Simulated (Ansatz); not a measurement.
Predict the output of the script below (the Python package of Ansatz (0.2.0)).

The script, `fga_x2c.py`:
```python
"""Scalar relativity in FGa(+)."""

import ansatz as az
import numpy as np

FUNCTIONAL = "pbe0"
NET_CHARGE = 1


def main() -> None:
    geometry = (
        az.Crystal.molecule()
        .atom("Ga", [0.0, 0.0, 0.0])
        .atom("F", [0.0, 0.0, 1.92])
    )

    setup = (
        geometry.calculation()
        .functional(FUNCTIONAL)
        .charge(NET_CHARGE)
        .spin("collinear", total=1)
        .forces()
    )
    # a set contracted for a scalar-relativistic Hamiltonian goes with the relativistic run
    sets = {"none": "cc-pVTZ", "scalar": "cc-pVTZ-DK"}
    found = {kind: setup.basis(gaussian=basis).pseudopotentials(relativity=kind).run(threads=1, backend="cpu").report for kind, basis in sets.items()}
    for kind, each in found.items():
        dipole = 4.803205 * np.linalg.norm(each["charge_distribution"]["dipole_moment_e_ang"])
        print(f"{kind:7s} E = {each['free_energy_ev']:.4f} eV  dipole {dipole:.3f} D  largest force component {np.abs(each['forces_ev_ang']).max():.4f} eV/A")
    print(f"relativity lowers the total energy by {found['none']['free_energy_ev'] - found['scalar']['free_energy_ev']:.3f} eV")


if __name__ == "__main__":
    main()
```

```console
$ python fga_x2c.py
none    E = -55078.0626 eV  dipole 4.067 D  largest force component 2.8309 eV/A
scalar  E = -55597.1433 eV  dipole 3.891 D  largest force component 2.5651 eV/A
relativity lowers the total energy by 519.081 eV
```

Total energies depend on the basis set; only differences at equal settings carry meaning. The geometry is a force-field or estimated start, not a minimum of this method. The basis set changes with the Hamiltonian (a set recontracted for scalar relativity), and most of the change in the total lies in the cores. The species is open-shell (spin multiplicity 2). An ion's dipole depends on the origin; the program takes it about the centre of nuclear charge. The spin state was assumed, and another may lie lower. Run time: 2.6 s on 1 thread of Intel(R) Xeon(R) 6975P-C (Granite Rapids), on a shared host, peak memory 0.22 GiB.
